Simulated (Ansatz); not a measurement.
# CH3Te radical (SMILES [CH2][TeH]): single points off equilibrium

The task here is to estimate one member of a computed series from the others.

The runs use Ansatz 0.2.0, Gaussian basis; single points in def2-TZVPP.

Cores are frozen in the correlated methods. Filled d shells of the heavier atoms are correlated. Core potentials replace the inner electrons past krypton, and spin-orbit coupling is left out. Orbitals are unrestricted.

## The starting structure

SMILES `[CH2][TeH]`, 5 atoms, charge 0, spin multiplicity 2.

Atoms are counted from 1 here; the program's logs count them from 0.

Bond lengths: C1–Te2 2.081 Å, C1–H3 0.982 Å, C1–H4 1.157 Å, Te2–H5 1.682 Å. Angles: Te2–C1–H3 129.2°, Te2–C1–H4 116.3°, H3–C1–H4 111.2°, C1–Te2–H5 93.6°.

Coordinates:

```xyz
5
charge 0, multiplicity 2
C    -0.29020   -0.55950    0.20300
Te    1.31650    0.67120   -0.27970
H    -1.25270   -0.39320    0.09820
H    -0.06590   -1.69200    0.27240
H     0.38270    2.06960   -0.27420
```

The first run:

run/in.yaml reads:

```yaml
crystal:
  periodic: [false, false, false]
  atoms:
    - {symbol: C, position_ang: [-0.290200, -0.559500, 0.203000]}
    - {symbol: Te, position_ang: [1.316500, 0.671200, -0.279700]}
    - {symbol: H, position_ang: [-1.252700, -0.393200, 0.098200]}
    - {symbol: H, position_ang: [-0.065900, -1.692000, 0.272400]}
    - {symbol: H, position_ang: [0.382700, 2.069600, -0.274200]}
basis:
  gaussian: {orbitals: def2-TZVPP}
magnetization: {spin_polarized: true, initial_magnetization: 1}
correlation: {method: ccsd_t}
scf: {omitted_lower_state_checks: [cluster_reference]}
output: {forces: true}
```

No record of the launch command was kept for these runs.

Among the steps run: CCSD(T)/def2-TZVPP; PBE0-D4/def2-TZVPP; wB97M-V/def2-TZVPP; r2SCAN-D4/def2-TZVPP; PBE-D4/def2-TZVPP; revPBE-D4/def2-TZVPP; CAM-B3LYP-D4/def2-TZVPP.

One of the session's tables, all rows but one given; the rest of the session is left out.

| method | RMS force component (eV/Å) | angle to CCSD(T) forces (°) | dipole (D) |
| --- | --- | --- | --- |
| CCSD(T) | 2.095 | reference | 0.28 |
| PBE0-D4 | 2.122 | 1.9 | 0.27 |
| wB97M-V | 2.096 | 1.8 | 0.28 |
| r2SCAN-D4 | ? | ? | ? |
| PBE-D4 | 2.109 | 5.0 | 0.38 |
| revPBE-D4 | 2.100 | 5.4 | 0.35 |
| CAM-B3LYP-D4 | 2.093 | 1.4 | 0.27 |

Q: Estimate the row for r2SCAN-D4 from the others.

**Answer.** RMS force component (eV/Å): 2.086; angle to CCSD(T) forces (°): 1.7; dipole (D): 0.27. In the column «RMS force component (eV/Å)» it is the lowest.
